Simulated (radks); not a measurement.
# Ti³⁺ in [Ne] 3s1 3p6 3d2: an all-electron calculation

Wanted: eigenvalues, radial structure and energy terms of the titanium ion Ti3+.

The numbers are computed with radks (a radial shooting solver on a logarithmic mesh, Libxc functionals) version 1 (Dirac Kohn-Sham, BLYP, spin-unpolarised, spherical densities, finite nucleus; open shells fill j = l - 1/2 first), except any that are marked as measured or tabulated.

### 1 The atom as given

```
element            : titanium (Z = 22)
charge             : +3
electrons          : 19
configuration      : [Ne] 3s1 3p6 3d2
nuclear rms radius : 3.5921 fm
```

### 2 The calculation

Settings of this run:

```text
Z 22
configuration [Ne] 3s1 3p6 3d2 4s0 4p0
relativity Dirac
functional b88,lyp
spin unpolarised
j_filling energy
nucleus finite rms 3.5921 fm
c 137.035999084
```

Command:

```
> python run_ks.py task.json out
```

This one command runs every case of the session in turn.

What does the calculation give?

As calculated:

| quantity | value |
| --- | --- |
| total energy | -849.86464 hartree |
| exchange-correlation share of it | 4.84 % |
| −T/E | 1.0098 |
| highest occupied level | 3d3/2, -36.024 eV |
| most extended occupied level | 3d3/2, <r> = 1.24 bohr |
| radius at density 0.001 e/bohr³ | 2.89 bohr |
| maxima of the radial density | 3 |

What this shows: 3 principal shells are occupied and 3 maxima appear in the radial density. Relativity lifts −T/E to 1.010. This is not the tabulated ground configuration, so its levels and sizes aren't those of the ground state, and no measured value stands beside it.
